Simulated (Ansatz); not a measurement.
# GaH₂SOF: two torsions

A grid of calculations on FGaH2OS, SMILES O[S][GaH][F], to see where the energy is lowest and how it rises around there.

The runs use Ansatz 0.2.0; RKS PBE0-D4/def2-SVP.

## 1. Where the work starts

SMILES `O[S][GaH][F]`, 6 atoms, charge 0, spin multiplicity 1.

Atoms are counted from 1 here; the program's logs count them from 0.

Bond lengths: O1–S2 1.713 Å, O1–H5 0.979 Å, S2–Ga3 2.227 Å, Ga3–F4 1.772 Å, Ga3–H6 1.566 Å. Angles: S2–O1–H5 105.8°, O1–S2–Ga3 100.8°, S2–Ga3–F4 112.9°, S2–Ga3–H6 128.6°, F4–Ga3–H6 118.4°.

As a file:

```mol
FGaH2OS
  3D, bonds by distance, orders not assigned

  6  5  0  0  0  0  0  0  0  0999 V2000
    0.2395    1.3874   -1.2961 O   0  0
   -0.1821   -0.2674   -1.4330 S   0  0
    0.1065   -0.9480    0.6676 Ga  0  0
    0.3279    0.3934    1.8039 F   0  0
   -0.5674    1.8420   -0.9782 H   0  0
    0.0756   -2.4075    1.2357 H   0  0
  1  2  8  0
  1  5  8  0
  2  3  8  0
  3  4  8  0
  3  6  8  0
M  END
```

This geometry comes from a loose relaxation at PBE in a small basis, which is not shown.

## 3. Setting up the map

- dihedral H5–O1–S2–Ga3: 12 values from −180 to 150 °, periodic
- dihedral O1–S2–Ga3–F4: 12 values from −180 to 150 °, periodic

Nothing else is relaxed (all other coordinates rigid). Energies count from the relaxed molecule at the same level. Points are written as (first, second).

(The set-up runs are not shown.)

## 4. The run at (−90°, 0°)

File input.yaml:

```yaml
crystal:
  periodic: [false, false, false]
  atoms:
    - { symbol: O, position_ang: [0.233326, 1.364562, -1.282893] }
    - { symbol: S, position_ang: [-0.18733, -0.264854, -1.409126] }
    - { symbol: Ga, position_ang: [0.269738, -0.971844, 0.630965] }
    - { symbol: F, position_ang: [0.886538, 0.283154, 1.687227] }
    - { symbol: H, position_ang: [-0.558613, 1.840229, -0.998374] }
    - { symbol: H, position_ang: [0.053734, -2.399367, 1.203524] }
basis:
  gaussian: { orbitals: def2-SVP }
hamiltonian:
  xc: pbe0
  dispersion: d4
output:
  forces: true
```

Launch:

```
ansatz run input.yaml --threads 1 --pin off --max-ram 2560MiB --backend cpu --events-out ev --progress --plain --runs-dir out
```

Further runs follow: the other points that were computed.

Before running it: what results should come out? Wanted: lowest point; highest computed point; largest force on an atom.

As calculated:

| quantity | value |
| --- | --- |
| lowest point | (90°, −180°), −0.48 kcal/mol |
| highest computed point | (0°, 90°), 17.1 kcal/mol above the lowest |
| largest force on an atom (eV/Å) | 0.08 at (−90°, 0°) to 1.19 at (−180°, −90°); 0.24 at the lowest point |
| time for the whole task | 17 min on 1 thread, shared host |

**Reading.** The lowest computed point is at (90°, −180°), −0.48 kcal/mol from the relaxed molecule at the same level; the map holds 2 wells of about this depth. There is a further well near (90°, 0°) (0.8 kcal/mol above the lowest at that grid point). The highest computed point, (0°, 90°), lies 17.1 kcal/mol above the lowest. On the interpolated surface the easiest way out of the lowest well to the well at (−90°, −180°) passes a barrier of about 2.8 kcal/mol. Round the minimum the two coordinates are nearly uncoupled.
